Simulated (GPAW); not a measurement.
The system is SnO (Romarchite).

```
CELL_PARAMETERS angstrom
3.79860 0.00000 0.00000
0.00000 3.79860 0.00000
0.00000 0.00000 4.84080
ATOMIC_POSITIONS crystal
Sn 0.50000 0.00000 0.23690
Sn 0.00000 0.50000 0.76310
O 0.00000 0.00000 0.00000
O 0.50000 0.50000 0.00000
```

Base run:

| Item | Value |
| --- | --- |
| Program | GPAW 26.7.0 |
| Functional | LDA |
| Potentials or basis | the program's PAW data sets (release 1.2.1) made for this functional |
| Cutoff | 600 eV |
| Basis | pw |
| k mesh | 8 × 8 × 6 |
| Occupations | fermi-dirac, width 0.05 eV |
| Spin | no spin polarisation |

Its results: band gap on the k mesh 0.14 eV, indirect (least direct gap 1.96 eV); pressure -5.8 GPa; largest force 0.171 eV/Å.

Problem. The run is repeated on the same cell with these changes: functional from LDA to PBE; potentials or basis from the program's PAW data sets (release 1.2.1) made for this functional to GPAW PAW data sets (gpaw-data 1.2.1). What comes out?

Solution. Band gap on the k mesh none (metal or under the smearing width); pressure 1.4 GPa; largest force 0.454 eV/Å.

Caveats: the cutoff is short for stress and forces, so pressures can be off by a GPa or more; spin-orbit coupling is left out, which moves the levels of the heavy elements (some runs).

A k mesh can miss the band edges.
